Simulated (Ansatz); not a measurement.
# Nb16N: the cost of one run

Method: DFT PBEsol, plane waves, PAW, scalar-relativistic, no spin polarisation, in Ansatz 0.2.0.

## (1) The structure to begin with

The cell holds 17 atoms (NNb16): a = 6.600 Å, b = 6.600 Å, c = 6.600 Å, α = 90.00°, β = 90.00°, γ = 90.00°.

As a file:

```xyz
17
Lattice="6.6000 0.0000 0.0000 0.0000 6.6000 0.0000 0.0000 0.0000 6.6000" Properties=species:S:1:pos:R:3 pbc="T T T"
Nb    0.0000    0.0000    0.0000
Nb    3.3000    0.0000    0.0000
Nb    0.0000    3.3000    0.0000
Nb    0.0000    0.0000    3.3000
Nb    1.6500    1.6500    1.6500
Nb    3.3000    3.3000    0.0000
Nb    3.3000    0.0000    3.3000
Nb    4.9500    1.6500    1.6500
Nb    0.0000    3.3000    3.3000
Nb    1.6500    4.9500    1.6500
Nb    1.6500    1.6500    4.9500
Nb    3.3000    3.3000    3.3000
Nb    4.9500    4.9500    1.6500
Nb    4.9500    1.6500    4.9500
Nb    1.6500    4.9500    4.9500
Nb    4.9500    4.9500    4.9500
N     2.4768    0.0385    1.6535
```

## (2) Relaxing the start

input.yaml

```yaml
crystal:
  lattice:
    - [6.6, 0.0, 0.0]
    - [0.0, 6.6, 0.0]
    - [0.0, 0.0, 6.6]
  atoms:
    - { symbol: Nb, position: [0.0, 0.0, 0.0] }
    - { symbol: Nb, position: [0.5, 0.0, 0.0] }
    - { symbol: Nb, position: [0.0, 0.5, 0.0] }
    - { symbol: Nb, position: [0.0, 0.0, 0.5] }
    - { symbol: Nb, position: [0.25, 0.25, 0.25] }
    - { symbol: Nb, position: [0.5, 0.5, 0.0] }
    - { symbol: Nb, position: [0.5, 0.0, 0.5] }
    - { symbol: Nb, position: [0.75, 0.25, 0.25] }
    - { symbol: Nb, position: [0.0, 0.5, 0.5] }
    - { symbol: Nb, position: [0.25, 0.75, 0.25] }
    - { symbol: Nb, position: [0.25, 0.25, 0.75] }
    - { symbol: Nb, position: [0.5, 0.5, 0.5] }
    - { symbol: Nb, position: [0.75, 0.75, 0.25] }
    - { symbol: Nb, position: [0.75, 0.25, 0.75] }
    - { symbol: Nb, position: [0.25, 0.75, 0.75] }
    - { symbol: Nb, position: [0.75, 0.75, 0.75] }
    - { symbol: "N", position: [0.3752771, 0.0058268, 0.2505374] }
basis:
  ecutwfc: 420.0
kpoints:
  mp_grid: { grid: [2, 2, 2] }
hamiltonian:
  xc: pbesol
scf:
  occupations: { method: fermi_dirac, width: 0.05 }
  lower_state_search: "off"
relax:
  f_tol: 0.08
  max_steps: 25
  adjacent_minimum: "off"
output:
  write_density: true
  write_potential: true
  elf: true
  volumetric_format: npy
```

Started as:

```console
$ ansatz run input.yaml --threads 2 --pin off --max-ram 5120MiB --backend cpu --events-out ev --progress --plain --runs-dir out
```

**Question.** How long does this run take on 2 threads of Intel Xeon Platinum 8488C (Sapphire Rapids), shared host, and how much memory does it need?

About 71 s, with a peak of 0.86 GiB.
